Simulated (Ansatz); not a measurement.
# C₂H₁₀GeOSi: one species, many methods

How much do the methods differ for C₂H₁₀GeOSi? The plan is to run it at one geometry with functionals of several rungs and with coupled cluster, and see how far each lands from CCSD(T) at the basis-set limit for the atomisation energy.

Program: Ansatz 0.2.0, Gaussian basis. Level of theory: functionals in def2-TZVPP, the program's frozen cores in correlated methods. These are calculated values, not measurements.

Levels to be run: LDA (SPW92), PBE-D4, revPBE-D4, BLYP-D4, r2SCAN-D4, B97M-V, PBE0-D4, B3LYP-D4, r2SCANh-D4, r2SCAN0-D4, HSE06-D4, BHLYP-D4, CAM-B3LYP-D4, LC-ωPBE, ωB97X-V, ωB97M-V, B2PLYP, PBE-QIDH; CCSD(T)/def2-SVP; CCSD(T)/def2-TZVPP; MP2/def2-QZVPP; extrapolation to the limit; RPA on PBE.

### Step 1. Structure used throughout

All runs share one geometry, relaxed beforehand with PBE0-D4 in a triple-zeta def2 set.

SMILES `CO[SiH](C)[GeH3]`, 15 atoms, charge 0, spin multiplicity 1.

Atoms are counted from 1 here; the program's logs count them from 0.

Bond lengths: C1–O2 1.407 Å, C1–H6 1.091 Å, C1–H7 1.097 Å, C1–H8 1.096 Å, O2–Si3 1.649 Å, Si3–C4 1.859 Å, Si3–Ge5 2.391 Å, Si3–H9 1.496 Å, C4–H10 1.093 Å, C4–H11 1.092 Å, C4–H12 1.093 Å, Ge5–H13 1.541 Å, Ge5–H14 1.541 Å, Ge5–H15 1.541 Å. Angles: O2–C1–H6 108.3°, O2–C1–H7 111.6°, O2–C1–H8 111.6°, H6–C1–H7 108.5°, H6–C1–H8 108.4°, H7–C1–H8 108.4°, C1–O2–Si3 123.0°, O2–Si3–C4 106.9°, O2–Si3–Ge5 111.1°, O2–Si3–H9 109.2°, C4–Si3–Ge5 111.4°, C4–Si3–H9 110.8°, Ge5–Si3–H9 107.5°, Si3–C4–H10 110.5°, Si3–C4–H11 110.8°, Si3–C4–H12 110.4°, H10–C4–H11 108.3°, H10–C4–H12 108.4° and more.

### Step 2. LDA

This LDA is Slater exchange with PW92 correlation.

Input file in.yaml:

```yaml
crystal:
  periodic: [false, false, false]
  atoms:
    - {symbol: C, position_ang: [-0.679884, 2.232182, 0.332791]}
    - {symbol: O, position_ang: [-0.947181, 1.017361, -0.324949]}
    - {symbol: Si, position_ang: [0.201875, -0.137241, -0.581411]}
    - {symbol: C, position_ang: [-0.594207, -1.476690, -1.594852]}
    - {symbol: Ge, position_ang: [1.040764, -0.992668, 1.487996]}
    - {symbol: H, position_ang: [-1.581986, 2.845434, 0.300084]}
    - {symbol: H, position_ang: [0.133181, 2.783981, -0.153818]}
    - {symbol: H, position_ang: [-0.408668, 2.071253, 1.382789]}
    - {symbol: H, position_ang: [1.354403, 0.469907, -1.316542]}
    - {symbol: H, position_ang: [0.127844, -2.264571, -1.823525]}
    - {symbol: H, position_ang: [-1.431652, -1.924855, -1.056026]}
    - {symbol: H, position_ang: [-0.968704, -1.068931, -2.536766]}
    - {symbol: H, position_ang: [1.627558, 0.113929, 2.385443]}
    - {symbol: H, position_ang: [2.165754, -2.014522, 1.232583]}
    - {symbol: H, position_ang: [-0.061096, -1.705368, 2.295402]}
basis:
  gaussian: {orbitals: def2-TZVPP}
hamiltonian: {xc: lda}
output: {orbitals: {seedname: orbitals}}
```

Command:

```console
$ ansatz run in.yaml --threads 8 --pin off --events-out ev --progress --plain --max-ram 18278MiB
```

The runs that follow: PBE-D4 (GGA); revPBE-D4 (GGA); BLYP-D4 (GGA); r2SCAN-D4 (meta-GGA); B97M-V (meta-GGA); PBE0-D4 (hybrid); B3LYP-D4 (hybrid); r2SCANh-D4 (hybrid); r2SCAN0-D4 (hybrid); HSE06-D4 (hybrid); BHLYP-D4 (hybrid); CAM-B3LYP-D4 (range-separated); LC-ωPBE (range-separated); ωB97X-V (range-separated); ωB97M-V (range-separated); B2PLYP (double hybrid); PBE-QIDH (double hybrid); CCSD(T) in def2-SVP; CCSD(T) in def2-TZVPP; MP2 in def2-QZVPP; RPA on PBE orbitals.

**Question.** What will the summary of the whole plan be? Wanted: atomisation energy, CCSD(T)/CBS; farthest beyond LDA; mean size of error, GGA; mean size of error, meta-GGA; mean size of error, hybrid; mean size of error, range-separated; mean size of error, double hybrid; gap, smallest and largest; T1 diagnostic.

The runs gave:

| quantity | value |
| --- | --- |
| atomisation energy, CCSD(T)/CBS | 1239.0 kcal/mol |
| functionals within 12.4 kcal/mol (1.0 %) | PBE-D4, r2SCAN-D4, B97M-V, PBE0-D4, B3LYP-D4, r2SCANh-D4, HSE06-D4, CAM-B3LYP-D4, ωB97X-V, ωB97M-V |
| farthest beyond LDA | BHLYP-D4 (-28.6 kcal/mol) |
| mean size of error, GGA | 12.9 kcal/mol |
| mean size of error, meta-GGA | 2.2 kcal/mol |
| mean size of error, hybrid | 11.9 kcal/mol |
| mean size of error, range-separated | 5.0 kcal/mol |
| mean size of error, double hybrid | 15.9 kcal/mol |
| gap, smallest and largest | 5.41 eV (LDA (SPW92)), 12.37 eV (LC-ωPBE) |
| T1 diagnostic | 0.0116 |
| triples share of the correlation energy | 3.5 % |

LDA overbinds by 153.6 kcal/mol (12 %). PBE-D4 is off by +2.5 kcal/mol. Double hybrids carry the basis error of their MP2 part in triple zeta, and no dispersion term here, so their miss is partly the set-up's. The rungs meta-GGA, range-separated, hybrid miss on average by less than the doubt on the reference (12.4 kcal/mol), so they tie. Misses under about 12.4 kcal/mol are within the doubt on the reference itself, which lacks core-valence correlation, relativity and higher excitations, and its outer-core shells are covered unevenly. Hartree-Fock recovers 74 % of the binding; the rest is correlation. CCSD(T) in def2-SVP is off by -72.1 kcal/mol, worse than the median functional, from the basis alone. Orbital gaps span 5.4 to 12.4 eV; exact exchange widens them. Correlated methods include outer-core shells of Ge, which these sets cover unevenly.
